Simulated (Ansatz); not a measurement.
# C₂H₇BSeSi: up Jacob's ladder to CCSD(T)

The task here is to estimate one member of a computed series from the others.

The runs use Ansatz 0.2.0, Gaussian basis; functionals in def2-TZVPP, the program's frozen cores in correlated methods.

Levels to be run: PBE-D4, r2SCAN-D4, PBE0-D4, B3LYP-D4, ωB97X-V, ωB97M-V, B2PLYP; CCSD(T)/def2-TZVPP; MP2/def2-QZVPP; extrapolation to the limit.

## The relaxed structure

All runs share one geometry, relaxed beforehand with PBE0-D4 in a triple-zeta def2 set.

SMILES `B/C=C/[Se][SiH3]`, 12 atoms, charge 0, spin multiplicity 1.

Atoms are counted from 1 here; the program's logs count them from 0.

Bond lengths: B1–C2 1.523 Å, B1–H6 1.197 Å, B1–H7 1.199 Å, C2–C3 1.345 Å, C2–H8 1.088 Å, C3–Se4 1.884 Å, C3–H9 1.087 Å, Se4–Si5 2.285 Å, Si5–H10 1.484 Å, Si5–H11 1.484 Å, Si5–H12 1.482 Å. Angles: C2–B1–H6 121.7°, C2–B1–H7 118.9°, H6–B1–H7 119.4°, B1–C2–C3 119.0°, B1–C2–H8 122.5°, C3–C2–H8 118.5°, C2–C3–Se4 124.0°, C2–C3–H9 119.9°, Se4–C3–H9 116.1°, C3–Se4–Si5 97.9°, Se4–Si5–H10 110.3°, Se4–Si5–H11 110.4°, Se4–Si5–H12 105.2°, H10–Si5–H11 109.4°, H10–Si5–H12 110.7°, H11–Si5–H12 110.7°.

Geometry (Å):

```csv
atom,x (Å),y (Å),z (Å)
B1,-0.7551,1.9703,1.8165
C2,-0.8812,0.4900,1.4809
C3,-0.2550,0.0125,0.3899
Se4,-0.3164,-1.7899,-0.1557
Si5,0.9991,-1.5994,-2.0144
H6,-1.2917,2.4457,2.7747
H7,-0.1002,2.6732,1.0983
H8,-1.4598,-0.2010,2.0910
H9,0.3292,0.6823,-0.2355
H10,0.3971,-0.6434,-2.9765
H11,2.3577,-1.1332,-1.6417
H12,1.0534,-2.9623,-2.5935
```

Set-up of the first run:

Input file in.yaml:

```yaml
crystal:
  periodic: [false, false, false]
  atoms:
    - {symbol: B, position_ang: [-0.755108, 1.970307, 1.816452]}
    - {symbol: C, position_ang: [-0.881165, 0.490044, 1.480891]}
    - {symbol: C, position_ang: [-0.255027, 0.012549, 0.389939]}
    - {symbol: Se, position_ang: [-0.316353, -1.789852, -0.155695]}
    - {symbol: Si, position_ang: [0.999057, -1.599415, -2.014376]}
    - {symbol: H, position_ang: [-1.291679, 2.445719, 2.774718]}
    - {symbol: H, position_ang: [-0.100248, 2.673170, 1.098298]}
    - {symbol: H, position_ang: [-1.459826, -0.201044, 2.091017]}
    - {symbol: H, position_ang: [0.329234, 0.682262, -0.235541]}
    - {symbol: H, position_ang: [0.397066, -0.643385, -2.976487]}
    - {symbol: H, position_ang: [2.357714, -1.133174, -1.641683]}
    - {symbol: H, position_ang: [1.053435, -2.962282, -2.593532]}
basis:
  gaussian: {orbitals: def2-TZVPP}
hamiltonian: {xc: pbe, dispersion: d4}
output: {forces: true, orbitals: {seedname: orbitals}}
```

Started as:

```console
$ ansatz run in.yaml --threads 4 --pin off --events-out ev --progress --plain --max-ram 10444MiB
```

Steps of the session up to this table: PBE-D4 (GGA); r2SCAN-D4 (meta-GGA); PBE0-D4 (hybrid); B3LYP-D4 (hybrid); ωB97X-V (range-separated); ωB97M-V (range-separated); B2PLYP (double hybrid); CCSD(T) in def2-TZVPP; MP2 in def2-QZVPP.

One of the session's tables, all rows but one given; the rest of the session is left out.

| method | atomisation energy (eV) |
| --- | --- |
| PBE-D4 | 44.435 |
| r2SCAN-D4 | 44.020 |
| PBE0-D4 | 43.887 |
| B3LYP-D4 | ? |
| ωB97X-V | 43.828 |
| ωB97M-V | 43.733 |
| B2PLYP | 43.309 |
| HF/def2-TZVPP | 32.868 |
| MP2/def2-TZVPP | 43.099 |
| CCSD/def2-TZVPP | 41.978 |
| CCSD(T)/def2-TZVPP | 42.616 |
| MP2/CBS | 44.156 |
| CCSD(T)/CBS | 43.672 |

Q: Estimate the row for B3LYP-D4 from the others.

As computed: atomisation energy (eV): 43.866. In the column «atomisation energy (eV)» it lies between ωB97X-V (43.828) and PBE0-D4 (43.887).
